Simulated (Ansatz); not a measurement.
**CH₆FGeNO: one species, many methods**

An exercise on one series of results from a longer session: the logs are not shown, and one member is left open.

Computed with Ansatz 0.2.0, Gaussian basis. Level: functionals in def2-TZVPP, the program's frozen cores in correlated methods.

Levels to be run: PBE-D4, r2SCAN-D4, PBE0-D4, B3LYP-D4, ωB97X-V, ωB97M-V, B2PLYP; CCSD(T)/def2-TZVPP; MP2/def2-QZVPP; extrapolation to the limit.

## Structure used throughout

An earlier PBE0-D4 in a triple-zeta def2 set relaxation fixed the geometry.

11 atoms, charge 0, spin multiplicity 1.

Atoms are counted from 1 here; the program's logs count them from 0.

Bond lengths: C1–Ge2 1.927 Å, C1–H6 1.091 Å, C1–H7 1.090 Å, C1–H8 1.090 Å, Ge2–N3 1.802 Å, Ge2–O4 1.769 Å, Ge2–F5 1.746 Å, N3–H9 1.007 Å, N3–H10 1.008 Å, O4–H11 0.961 Å. Angles: Ge2–C1–H6 109.9°, Ge2–C1–H7 110.2°, Ge2–C1–H8 109.4°, H6–C1–H7 109.4°, H6–C1–H8 108.8°, H7–C1–H8 109.1°, C1–Ge2–N3 113.9°, C1–Ge2–O4 115.4°, C1–Ge2–F5 106.9°, N3–Ge2–O4 108.5°, N3–Ge2–F5 109.0°, O4–Ge2–F5 102.4°, Ge2–N3–H9 117.6°, Ge2–N3–H10 116.7°, H9–N3–H10 111.2°, Ge2–O4–H11 111.6°.

Geometry (Å):

```
C    -1.29752    0.66528    0.57505
Ge    0.17983   -0.10639   -0.39284
N     1.78156    0.15729    0.38968
O     0.01875   -1.82555   -0.77608
F     0.19181    0.63056   -1.97541
H    -1.09320    1.71485    0.79000
H    -1.45652    0.12848    1.51069
H    -2.20099    0.59963   -0.03102
H     1.78789    0.50192    1.33579
H     2.47337   -0.56417    0.25974
H    -0.31978   -1.95882   -1.66509
```

Set-up of the first run:

in.yaml

```yaml
crystal:
  periodic: [false, false, false]
  atoms:
    - {symbol: C, position_ang: [-1.297524, 0.665281, 0.575051]}
    - {symbol: Ge, position_ang: [0.179833, -0.106388, -0.392839]}
    - {symbol: N, position_ang: [1.781559, 0.157295, 0.389684]}
    - {symbol: O, position_ang: [0.018751, -1.825549, -0.776083]}
    - {symbol: F, position_ang: [0.191813, 0.630559, -1.975415]}
    - {symbol: H, position_ang: [-1.093199, 1.714854, 0.789998]}
    - {symbol: H, position_ang: [-1.456523, 0.128479, 1.510690]}
    - {symbol: H, position_ang: [-2.200987, 0.599634, -0.031024]}
    - {symbol: H, position_ang: [1.787886, 0.501917, 1.335785]}
    - {symbol: H, position_ang: [2.473371, -0.564165, 0.259739]}
    - {symbol: H, position_ang: [-0.319781, -1.958816, -1.665086]}
basis:
  gaussian: {orbitals: def2-TZVPP}
hamiltonian: {xc: pbe, dispersion: d4}
output: {forces: true, orbitals: {seedname: orbitals}}
```

Started as:

```
> ansatz run in.yaml --threads 4 --pin off --events-out ev --progress --plain --max-ram 10444MiB
```

Among the steps run: PBE-D4 (GGA); r2SCAN-D4 (meta-GGA); PBE0-D4 (hybrid); B3LYP-D4 (hybrid); ωB97X-V (range-separated); ωB97M-V (range-separated); B2PLYP (double hybrid); CCSD(T) in def2-TZVPP; MP2 in def2-QZVPP.

One of the session's tables, all rows but one given; the rest of the session is left out.

```
            method  atomisation energy (kJ/mol)
            PBE-D4                       4071.6
         r2SCAN-D4                       4004.6
           PBE0-D4                       3980.7
          B3LYP-D4                       3991.6
           ωB97X-V                       4024.9
           ωB97M-V                       4009.8
            B2PLYP                       3967.3
     HF/def2-TZVPP                       2804.4
    MP2/def2-TZVPP                       4001.4
   CCSD/def2-TZVPP                       3860.3
CCSD(T)/def2-TZVPP                       3923.0
           MP2/CBS                       4109.5
       CCSD(T)/CBS                            ?
```

Estimate the missing values for CCSD(T)/CBS.

As computed: atomisation energy (kJ/mol): 4031.2. In the column «atomisation energy (kJ/mol)» it lies between ωB97X-V (4024.9) and PBE-D4 (4071.6).
